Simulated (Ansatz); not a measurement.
# MnF2: the cost of one run

Method: DFT PBEsol+U (U_eff = 4 eV on Mn d), plane waves, PAW, in Ansatz 0.2.0.

**1. The structure to begin with**

The structure is tetragonal, space group P4_2/mnm (No. 136). The conventional cell has a = 4.873 Å, b = 4.873 Å, c = 3.310 Å, α = 90.00°, β = 90.00°, γ = 90.00°. Around Mn (site symmetry mmm) lie 6 F at 2.10 to 2.13 Å. F (site symmetry m2m) has 3 Mn at 2.10 to 2.13 Å as nearest neighbours.

As a file:

```cif
data_structure
_symmetry_space_group_name_H-M 'P4_2/mnm'
_symmetry_Int_Tables_number 136
_cell_length_a 4.8734
_cell_length_b 4.8734
_cell_length_c 3.3099
_cell_angle_alpha 90.000
_cell_angle_beta 90.000
_cell_angle_gamma 90.000
_cell_volume 78.61
loop_
_atom_site_label
_atom_site_type_symbol
_atom_site_symmetry_multiplicity
_atom_site_Wyckoff_symbol
_atom_site_fract_x
_atom_site_fract_y
_atom_site_fract_z
_atom_site_occupancy
Mn1 Mn 2 a 0.00000 0.00000 0.00000 1
F1 F 4 f 0.30500 0.30500 0.00000 1
```

Magnetic order typed: ferromagnetic.

An earlier series on this cell reached its lowest free state from «from atoms, symmetry kept, no search», perhaps among other starts.

**2. From atoms, default search**

Contents of input.yaml:

```yaml
crystal:
  lattice:
    - [4.87339966, 0.0, 0.0]
    - [0.0, 4.87339966, 0.0]
    - [0.0, 0.0, 3.30989977]
  atoms:
    - { symbol: Mn, position: [0.0, 0.0, 0.0], spin: 5.0 }
    - { symbol: Mn, position: [0.5, 0.5, 0.5], spin: 5.0 }
    - { symbol: F, position: [0.305, 0.305, 0.0] }
    - { symbol: F, position: [0.195, 0.805, 0.5] }
    - { symbol: F, position: [0.695, 0.695, 0.0] }
    - { symbol: F, position: [0.805, 0.195, 0.5] }
basis:
  ecutwfc: 420
  ecutrho_ratio: 4
kpoints:
  mp_grid: { grid: [4, 4, 6] }
hamiltonian:
  xc: pbesol
  hubbard:
    sites: [{ site: 0, l: d, u_eff: 4.0 }, { site: 1, l: d, u_eff: 4.0 }]
scf:
  occupations: { method: gaussian, width: 0.05 }
output:
  forces: true
  stress: true
  eigenvalues: true
  populations: true
  hubbard: { sites: [{ site: 0, l: d }, { site: 1, l: d }] }
  write_density: true
  write_potential: true
  elf: true
  volumetric_format: npy
magnetization:
  spin_polarized: true
```

Run with:

```sh
$ ansatz run input.yaml --threads 4 --pin off --max-ram 6144MiB --backend cpu --events-out ev --progress --plain --runs-dir out
```

Q: Estimate wall time and peak memory on 4 threads of Intel Xeon Platinum 8488C (Sapphire Rapids), shared host.

About 3 s, with a peak of 0.58 GiB.
